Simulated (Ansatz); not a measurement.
**CH4Br (doublet): wave-function methods side by side at distance C1–H5 along a hydrogen transfer = 1.197 Å, cc-pVDZ**

Aim: climb from Hartree-Fock through coupled cluster and multireference methods for CH4Br (doublet) at one geometry and basis, and see what each rung misses.

Program: Ansatz 0.2.0, Gaussian basis. Level of theory: cc-pVDZ, core rule «outside noble gas», up to 15 orbitals frozen. These are calculated values, not measurements.

Plan: UHF; CCSD(T) on ROHF; CCSD(T) on UHF; BCCD(T) on ROHF; CISD; CCSDT(Q) on ROHF; CCSDT(Q) on UHF; CASSCF and MRCISD+Q, 3 electrons in 3 orbitals; CASSCF and NEVPT2, 3 electrons in 3 orbitals; CASSCF and MRCISD+Q, 15 electrons in 12 orbitals; CASSCF and NEVPT2, 15 electrons in 12 orbitals.

## 1. The geometry

The geometry derives from fragments relaxed apart (PBE0/def2-TZVP) and kept rigid, so it is no stationary point. A hydrogen atom is moved between rigid fragments. No spin-orbit coupling is included. The filled d shell of Br may be among the frozen orbitals whatever the setting's name suggests; the logs give the count.

6 atoms, charge 0, spin multiplicity 2.

Atoms are counted from 1 here; the program's logs count them from 0.

Bond lengths: C1–H2 1.090 Å, C1–H3 1.090 Å, C1–H4 1.090 Å, C1–H5 1.197 Å. Angles: H2–C1–H3 109.5°, H2–C1–H4 109.5°, H2–C1–H5 109.5°, H3–C1–H4 109.5°, H3–C1–H5 109.5°, H4–C1–H5 109.5°.

Coordinates:

```xyz
6
CH4Br
C    -2.80599    0.00000    0.00000
H    -3.16920    1.02730    0.00000
H    -3.16920   -0.51365    0.88967
H    -3.16920   -0.51365   -0.88967
H    -1.60899    0.00000    0.00000
Br    0.56201    0.00000    0.00000
```

## 2. UHF

in.yaml reads:

```yaml
crystal:
  periodic: [false, false, false]
  atoms:
    - {symbol: C, position_ang: [-2.805991, 0.000000, 0.000000]}
    - {symbol: H, position_ang: [-3.169197, 1.027301, 0.000000]}
    - {symbol: H, position_ang: [-3.169197, -0.513650, 0.889668]}
    - {symbol: H, position_ang: [-3.169197, -0.513650, -0.889669]}
    - {symbol: H, position_ang: [-1.608991, 0.000000, 0.000000]}
    - {symbol: Br, position_ang: [0.562009, 0.000000, 0.000000]}
basis:
  gaussian: {orbitals: cc-pVDZ}
magnetization: {spin_polarized: true, initial_magnetization: 1}
hamiltonian: {xc: hf}
output: {orbitals: {seedname: orbitals}}
```

On the command line:

```sh
ansatz run in.yaml --threads 1 --pin off --events-out ev --progress --plain --max-ram 4096MiB --backend cpu
```

After this run come: CCSD(T) on ROHF; CCSD(T) on UHF; BCCD(T) on ROHF; CISD; CCSDT(Q) on ROHF; CCSDT(Q) on UHF; CASSCF and MRCISD+Q, 3 electrons in 3 orbitals; CASSCF and NEVPT2, 3 electrons in 3 orbitals; CASSCF and MRCISD+Q, 15 electrons in 12 orbitals; CASSCF and NEVPT2, 15 electrons in 12 orbitals.

**Question.** What will the summary of the whole plan be? Wanted: UCCSDT(Q) below the RHF energy; RMP2 from UCCSDT(Q); UMP2 from UCCSDT(Q); RCCSD from UCCSDT(Q); RCCSD(T) from UCCSDT(Q); UCCSD(T) from UCCSDT(Q); RCCSDT(Q) from UCCSDT(Q); NEVPT2 pair from UCCSDT(Q); MRCISD+Q pair from UCCSDT(Q).

As calculated:

| quantity | value |
| --- | --- |
| UCCSDT(Q) below the RHF energy | -8.3697 eV |
| RMP2 from UCCSDT(Q) | +27.07 kcal/mol |
| UMP2 from UCCSDT(Q) | +27.45 kcal/mol |
| RCCSD from UCCSDT(Q) | +4.01 kcal/mol |
| RCCSD(T) from UCCSDT(Q) | +0.64 kcal/mol |
| UCCSD(T) from UCCSDT(Q) | +0.59 kcal/mol |
| RCCSDT(Q) from UCCSDT(Q) | +0.05 kcal/mol |
| NEVPT2 pair from UCCSDT(Q) | +27.08 kcal/mol |
| MRCISD+Q pair from UCCSDT(Q) | +1.64 kcal/mol |
| NEVPT2 valence from UCCSDT(Q) | +34.19 kcal/mol |
| levels within 1 kcal/mol (43 meV) | RCCSD(T), UCCSD(T), BCCD(T), RCCSDT, UCCSDT, RCCSDT(Q), MRCISD+Q valence |
| T1 diagnostic | 0.012 |
| effectively unpaired electrons | 1.02 |

What this shows: RCCSD(T) lands +0.64 kcal/mol from the yardstick (0.3 % of the correlation energy). One determinant dominates. Of the multireference levels listed MRCISD+Q valence comes nearest in total energy (+0.39 kcal/mol), which doesn't show that its space is the better one. These misses are within one basis, not against nature; the frozen cores of restricted and unrestricted runs differ, which can shift their rows.
